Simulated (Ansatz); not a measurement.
# Br2F2Ga2H2: small, medium and large basis sets

Aim: see how fast density functionals converge with the basis set for Br2F2Ga2H2.

The runs use Ansatz 0.2.0, Gaussian basis; one geometry, several basis sets.

Plan: PBE0-D4/def2-SVP; ωB97M-V/def2-SVP; PBE0-D4/def2-QZVPP; ωB97M-V/def2-QZVPP; the functionals' def2-TZVPP values are taken from earlier runs.

## (1) The relaxed structure

An earlier PBE0-D4 in a triple-zeta def2 set relaxation fixed the geometry.

SMILES `[F][Ga@H-]1[Br+][Ga@H-]([F])[Br+]1`, 8 atoms, charge 0, spin multiplicity 1.

Atoms are counted from 1 here; the program's logs count them from 0.

Bond lengths: F1–Ga2 1.749 Å, Ga2–Br3 2.478 Å, Ga2–Br6 2.478 Å, Ga2–H7 1.542 Å, Br3–Ga4 2.477 Å, Ga4–F5 1.749 Å, Ga4–Br6 2.477 Å, Ga4–H8 1.542 Å. Angles: F1–Ga2–Br3 103.8°, F1–Ga2–Br6 103.8°, F1–Ga2–H7 125.3°, Br3–Ga2–Br6 93.4°, Br3–Ga2–H7 112.8°, Br6–Ga2–H7 112.8°, Ga2–Br3–Ga4 86.5°, Br3–Ga4–F5 103.6°, Br3–Ga4–Br6 93.4°, Br3–Ga4–H8 113.0°, F5–Ga4–Br6 103.6°, F5–Ga4–H8 125.3°, Br6–Ga4–H8 113.0°, Ga2–Br6–Ga4 86.5°.

## (2) PBE0-D4 in def2-SVP

Input file in.yaml:

```yaml
crystal:
  periodic: [false, false, false]
  atoms:
    - {symbol: F, position_ang: [2.007743, -0.982795, 1.800175]}
    - {symbol: Ga, position_ang: [1.638481, -0.373854, 0.202962]}
    - {symbol: Br, position_ang: [-0.333389, -1.703504, -0.492984]}
    - {symbol: Ga, position_ang: [-1.646476, 0.376883, -0.207241]}
    - {symbol: F, position_ang: [-1.843028, 0.965623, -1.842754]}
    - {symbol: Br, position_ang: [0.293471, 1.660654, 0.643380]}
    - {symbol: H, position_ang: [2.660792, -0.179798, -0.935001]}
    - {symbol: H, position_ang: [-2.777594, 0.236793, 0.831463]}
basis:
  gaussian: {orbitals: def2-SVP}
hamiltonian: {xc: pbe0, dispersion: d4}
output: {orbitals: {seedname: orbitals}}
```

On the command line:

```bash
$ ansatz run in.yaml --threads 4 --pin off --events-out ev --progress --plain --max-ram 10444MiB
```

Further steps of the session: ωB97M-V in def2-SVP; PBE0-D4 in def2-QZVPP; ωB97M-V in def2-QZVPP.

Q: Predict the results of all the runs planned. Wanted: PBE0-D4: double and triple zeta above quadruple; ωB97M-V: double and triple zeta above quadruple.

As calculated:

| quantity | value |
| --- | --- |
| PBE0-D4: double and triple zeta above quadruple | 42.84, 5.55 eV |
| ωB97M-V: double and triple zeta above quadruple | 42.59, 5.35 eV |

In words: PBE0-D4 gains 37.28 eV from double to triple zeta, then 5.55 eV more. Total energies overstate the basis error of differences, where much of it tends to cancel.
